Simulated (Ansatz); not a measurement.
Runs of Ansatz 0.2.0 on LiY3. The structure is tetragonal, space group I4/mmm (No. 139). The conventional cell has a = 4.734 Å, b = 4.734 Å, c = 10.653 Å, α = 90.00°, β = 90.00°, γ = 90.00°. Y (site symmetry 4/mmm) has 4 Li at 3.35 Å and 8 Y at 3.56 Å as nearest neighbours. Y (site symmetry -4m2) is surrounded by 8 Y at 3.35 to 3.56 Å and 4 Li at 3.56 Å. Li (site symmetry 4/mmm) is surrounded by 12 Y at 3.35 to 3.56 Å. The cell comes from a database or a generator and needn't be the stable form of this composition.

```csv
task,level,cell,cutoff (eV),points for each segment of the path,gap on the mesh (eV),pressure (GPa),relaxed volume (Å³/atom)
relaxation of cell and atoms,BLYP,relaxed,420,-,none,0.0,30.64
band structure,PBEsol,as given,420,14,none,-1.5,-
relaxation of cell and atoms,RPBE,relaxed,420,-,none,0.0,(b)
relaxation of cell and atoms,r2SCAN,relaxed,500,-,none,0.0,30.42
relaxation of cell and atoms,revPBE,relaxed,420,-,none,0.0,(a)
```

Alike in all rows: potentials or basis Ansatz PAW; no spin polarisation; k mesh 6 × 6 × 6; smearing fermi-dirac 0.05 eV.

Q: Estimate the missing entries.

A: (a) 30.85; (b) 31.16.

Caveats: the PAW data sets come from PBE, with cores solved anew for the run's functional, which leaves a small shift of forces and pressure; the plane-wave basis is chosen anew once the cell has moved, so the energies of steps on either side of that aren't comparable (some runs).

A k mesh can miss the band edges, and the runs leave out spin-orbit coupling on Y.

A gap of «none» marks a metal or a gap under the smearing width.
